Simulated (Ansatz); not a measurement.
# ClH3O4W: small, medium and large basis sets

The task here is to estimate one member of a computed series from the others.

Computed with Ansatz 0.2.0, Gaussian basis. Level: one geometry, several basis sets.

The runs, in order: PBE0-D4/def2-SVP; ωB97M-V/def2-SVP; PBE0-D4/def2-QZVPP; ωB97M-V/def2-QZVPP; the functionals' def2-TZVPP values are taken from earlier runs.

## Structure used throughout

All runs share one geometry, relaxed beforehand with PBE0-D4 in a triple-zeta def2 set. W takes the def2 core potential; no spin-orbit term is included.

SMILES `[O]=[W]([OH])([OH])([OH])[Cl]`, 9 atoms, charge 0, spin multiplicity 1.

Atoms are counted from 1 here; the program's logs count them from 0.

Bond lengths: O1–W2 1.699 Å, W2–O3 1.879 Å, W2–O4 1.874 Å, W2–O5 1.874 Å, W2–Cl6 2.421 Å, O3–H7 0.966 Å, O4–H8 0.963 Å, O5–H9 0.963 Å. Angles: O1–W2–O3 92.8°, O1–W2–O4 96.0°, O1–W2–O5 95.9°, O1–W2–Cl6 177.0°, O3–W2–O4 120.2°, O3–W2–O5 120.2°, O3–W2–Cl6 84.2°, O4–W2–O5 117.5°, O4–W2–Cl6 85.6°, O5–W2–Cl6 85.6°, W2–O3–H7 112.3°, W2–O4–H8 118.3°, W2–O5–H9 118.3°.

Coordinates:

```mol
ClH3O4W
  3D, bonds by distance, orders not assigned

  9  8  0  0  0  0  0  0  0  0999 V2000
    0.0177   -1.2504    1.3116 O   0  0
    0.0298   -0.0826    0.0773 W   0  0
    1.8995   -0.1510   -0.0936 O   0  0
   -1.0600   -1.0417   -1.1084 O   0  0
   -0.7754    1.2756    1.0876 O   0  0
    0.1732    1.5712   -1.6855 Cl  0  0
    2.2283    0.4522   -0.7729 H   0  0
   -1.3954   -1.8996   -0.8287 H   0  0
   -1.0293    1.0801    1.9954 H   0  0
  1  2  8  0
  2  3  8  0
  2  4  8  0
  2  5  8  0
  2  6  8  0
  3  7  8  0
  4  8  8  0
  5  9  8  0
M  END
```

Set-up of the first run:

Input file in.yaml:

```yaml
crystal:
  periodic: [false, false, false]
  atoms:
    - {symbol: O, position_ang: [0.017670, -1.250389, 1.311593]}
    - {symbol: W, position_ang: [0.029791, -0.082603, 0.077307]}
    - {symbol: O, position_ang: [1.899479, -0.151013, -0.093634]}
    - {symbol: O, position_ang: [-1.059968, -1.041737, -1.108412]}
    - {symbol: O, position_ang: [-0.775369, 1.275577, 1.087644]}
    - {symbol: Cl, position_ang: [0.173250, 1.571165, -1.685485]}
    - {symbol: H, position_ang: [2.228299, 0.452222, -0.772883]}
    - {symbol: H, position_ang: [-1.395424, -1.899648, -0.828676]}
    - {symbol: H, position_ang: [-1.029328, 1.080125, 1.995447]}
basis:
  gaussian: {orbitals: def2-SVP}
hamiltonian: {xc: pbe0, dispersion: d4}
output: {orbitals: {seedname: orbitals}}
```

Run with:

```sh
> ansatz run in.yaml --threads 4 --pin off --events-out ev --progress --plain --max-ram 11315MiB
```

Among the steps run: PBE0-D4 in def2-SVP; ωB97M-V in def2-SVP; PBE0-D4 in def2-QZVPP; ωB97M-V in def2-QZVPP.

One table of the session follows, with a row left open; its other results are not shown here.

It belongs to the step «Density functionals: the series». 

| functional | basis | HOMO (eV) | LUMO (eV) |
| --- | --- | --- | --- |
| PBE0-D4 | def2-SVP | -8.37 | -2.71 |
| PBE0-D4 | def2-TZVPP | -8.55 | -2.66 |
| PBE0-D4 | def2-QZVPP | -8.60 | -2.71 |
| ωB97M-V | def2-SVP | -10.53 | -0.57 |
| ωB97M-V | def2-TZVPP | -10.79 | -0.55 |
| ωB97M-V | def2-QZVPP | ? | ? |

Q: Estimate the row for ωB97M-V, def2-QZVPP from the others.

As computed: HOMO (eV): -10.85; LUMO (eV): -0.63. In the column «HOMO (eV)» it is the lowest.
